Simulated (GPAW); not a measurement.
CaB2:

```
Ca B
1.0
     3.22643    0.00000    0.00000
    -1.61322    2.79417    0.00000
     0.00000    0.00000    4.06739
Ca B
1 2
Cartesian
  0.0000 0.0000 0.0000
  1.6132 0.9314 2.0337
  0.0000 1.8628 2.0337
```

The cell comes from a database or a generator and needn't be the stable form of this composition.

- Program: GPAW 26.7.0
- Task: relaxation of cell and atoms
- Functional: LDA
- Potentials or basis: the program's PAW data sets (release 1.2.1) made for this functional
- Cutoff: 800 eV
- Basis: pw
- k mesh: 9 × 9 × 7
- Occupations: fermi-dirac, width 0.05 eV
- Spin: no spin polarisation

At the start: pressure -6.6 GPa; volume 12.22 Å³/atom.

Question: Where does the relaxation end?

Answer: Over 4 steps the energy falls by 12.9 meV/atom and the volume is 11.59 Å³/atom (-5.2 %); space group P6/mmm (No. 191, to 0.05 Å).

The path:
| step | energy change (eV) | largest force (eV/Å) | pressure (GPa) | volume (Å³) |
| --- | --- | --- | --- | --- |
| 1 | 0.0000 | 0.0000 | -6.57 | 36.67 |
| 2 | -0.0098 | 0.0000 | -5.77 | 36.41 |
| 3 | -0.0385 | 0.0000 | 0.29 | 34.68 |
| 4 | -0.0386 | 0.0000 | -0.01 | 34.76 |

Final structure:
```
CELL_PARAMETERS angstrom
3.16700 0.00000 0.00000
-1.58350 2.74270 0.00000
0.00000 0.00000 4.00156
ATOMIC_POSITIONS crystal
Ca 0.00000 0.00000 0.00000
B 0.66667 0.33333 0.50000
B 0.33333 0.66667 0.50000
```

Caveat: later steps reuse the first step's grids.
